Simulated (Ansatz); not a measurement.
# B on Ca (100)

The task, for Ca: find where and how strongly B adsorbs.

Computed with Ansatz 0.2.0 (DFT PBEsol, scalar-relativistic, plane waves, PAW, unless a step's input says otherwise).

1 further run of the same task is left out (set aside as unsound or not needed).

**1. The structure to begin with**

Symmetry: P4/mmm, No. 123, tetragonal system. Conventional cell: a = 3.857 Å, b = 3.857 Å, c = 22.455 Å, α = 90.00°, β = 90.00°, γ = 90.00°. Ca (site symmetry 4mm) has 8 Ca at 3.80 to 3.86 Å as nearest neighbours. Ca (site symmetry 4/mmm) has 12 Ca at 3.80 to 3.86 Å as nearest neighbours.

Coordinates:

```
CELL_PARAMETERS angstrom
3.85702 0.00000 0.00000
0.00000 3.85702 0.00000
0.00000 0.00000 22.45465
ATOMIC_POSITIONS crystal
Ca 0.50000 0.50000 0.37854
Ca 0.00000 0.00000 0.49638
Ca 0.50000 0.50000 0.61428
```

Miller indices refer to the conventional cell of the relaxed bulk, Fm-3m (No. 225): a = 5.455 Å, b = 5.455 Å, c = 5.455 Å, α = 90.00°, β = 90.00°, γ = 90.00°.

It is a (100) slab, 5.5 Å thick as cut, with 17 Å of vacuum; its outer planes are Ca (top) and Ca (bottom). An earlier relaxation, lower half held, gave -5380.2413 eV, work function 2.79 eV.

**2. Start: B, top (Ca)**

input.yaml

```yaml
crystal:
  lattice:
    - [3.8570176995, 0.0, 0.0]
    - [0.0, 3.8570176995, 0.0]
    - [0.0, 0.0, 24.454646741]
  atoms:
    - { symbol: Ca, position: [0.5, 0.5, 0.3475822035] }
    - { symbol: Ca, position: [0.0, 0.0, 0.4557810715] }
    - { symbol: Ca, position: [0.5, 0.5, 0.56404551] }
    - { symbol: B, position: [0.5, 0.5, 0.6703647723] }
basis:
  ecutwfc: 420
kpoints:
  mp_grid: { grid: [8, 8, 1] }
hamiltonian:
  xc: pbesol
scf:
  occupations: { method: gaussian, width: 0.1 }
output:
  forces: true
  eigenvalues: true
relax:
  adjacent_minimum: "off"
  f_tol: 0.03
  max_steps: 70
  constraints: [{ sites: [0] }]
efield:
  axis: 3
  dipole_correction: true
```

Further runs follow: start: B, hollow (nearest Ca); start: B, bridge (Ca-Ca).

Q: Predict the outcome of this session. Wanted: B: lowest end.

**Answer**, as computed:

| quantity | value |
| --- | --- |
| B: lowest end | E_ads -4.84 eV, from the hollow (nearest Ca) start, 5 bonded, -0.39 Å high |

In words: The strongest binding of B is 4.84 eV, a strong chemical bond when counted from the free atom, not from the element's molecule or solid; the ends span 3.34 eV. It raises the work function by 0.49 eV, as a dipole layer with its negative end outwards does. The adsorbate has gone 0.4 Å under the highest slab atom, into the surface. The slab runs have no spin polarisation, while the free adsorbate has its spin; a moment that survived on the surface would lower E_ads. A start on a symmetric site keeps its symmetry, so an end may be a saddle point and not a minimum.
